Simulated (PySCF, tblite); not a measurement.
**C6H7N3: geometry, infrared bands and NMR shifts**

Aim: predict the infrared bands and NMR shifts of C6H7N3 (`C=Cc1cc(C)nnn1`).

The runs use tblite 0.8.0 and PySCF 2.14.0, with density-fitted response routines of our own; the level of theory stands in each step. All values are computed, except where a source is named. Atoms are numbered from 0 throughout.

### 1 Starting geometry

16 atoms, charge 0, multiplicity 1; geometry from: force field or distance geometry start.

Bonds of the start (Å): C0–C1 1.35, C1–C2 1.46, C2–C3 1.38, C3–C4 1.37, C4–C5 1.50, C4–N6 1.35, N6–N7 1.32, N7–N8 1.31, N8–C2 1.35, C0–H9 1.09, C0–H10 1.08, C1–H11 1.09, C3–H12 1.08, C5–H13 1.09, C5–H14 1.10, C5–H15 1.10.

### 2 Geometry optimisation with GFN2-xTB

What the job is given:

```
{"job": {"kind": "relax", "xc": "GFN2-xTB", "basis": "xTB"}, "charge": 0, "multiplicity": 1}
C      3.287200     0.100400    -0.179900
C      2.064300    -0.414100    -0.437000
C      0.808800     0.154700     0.044700
C     -0.391700    -0.441100    -0.271900
C     -1.511500     0.173900     0.232200
C     -2.879500    -0.383000    -0.038000
N     -1.432500     1.309900     0.948500
N     -0.254400     1.836500     1.209500
N      0.856000     1.286900     0.772400
H      3.403000     1.012000     0.405700
H      4.174400    -0.376200    -0.557300
H      1.998400    -1.333800    -1.011800
H     -0.455900    -1.354800    -0.837100
H     -3.064300    -0.423000    -1.114400
H     -3.649900     0.250100     0.428500
H     -2.959900    -1.389500     0.394400
```

Run with:

```console
> OMP_NUM_THREADS=1 python probes_run.py task.json out
```

One launch serves the whole session: the jobs run in the order shown.

**Question.** This job is followed by: GFN2-xTB harmonic vibrations, gas phase; GIAO PBE0/pcSseg-1 NMR shielding, non-relativistic, gas phase. Predict these results of the whole session: strongest single infrared mode (GFN2-xTB); zero-point energy (GFN2-xTB); ¹³C shifts against TMS (PBE0/pcSseg-1); ¹H shifts against TMS (PBE0/pcSseg-1, means over atoms taken as alike); ¹⁵N shifts against NH3 (PBE0/pcSseg-1).

The runs gave:

| quantity | value |
| --- | --- |
| strongest single infrared mode (GFN2-xTB) | 1517 cm⁻¹, 295 km/mol |
| zero-point energy (GFN2-xTB) | 75.3 kcal/mol |
| ¹³C shifts against TMS (PBE0/pcSseg-1) | 163.2, 156.1, 139.8, 136.5, 120.6, 24.6 ppm |
| ¹H shifts against TMS (PBE0/pcSseg-1, means over atoms taken as alike) | 8.27, 6.81, 6.81, 6.34, 2.88 ppm |
| ¹⁵N shifts against NH3 (PBE0/pcSseg-1) | 534.4, 427.6, 417.4 ppm |

**Reading.** The optimisation took 30 steps and gained 0.124 eV; among the close pairs (by a distance rule), N7–N8 changed most, from 1.314 to 1.281 Å. All 42 modes are real, so the xTB geometry is a minimum. The strongest single mode, at 1517 cm⁻¹, has its largest shares on C3, C4 and C2 (the list is cut at 3 atoms). Unscaled tight-binding wavenumbers are off by several per cent, some by more. Its intensities can rank the bands wrongly. At PBE0/pcSseg-1: Shielding is most anisotropic at N7 (span 962 ppm, paramagnetic term -579 ppm). NICS(1)zz of -25 ppm above the planar ring from C2 marks a diatropic (aromatic) ring current.
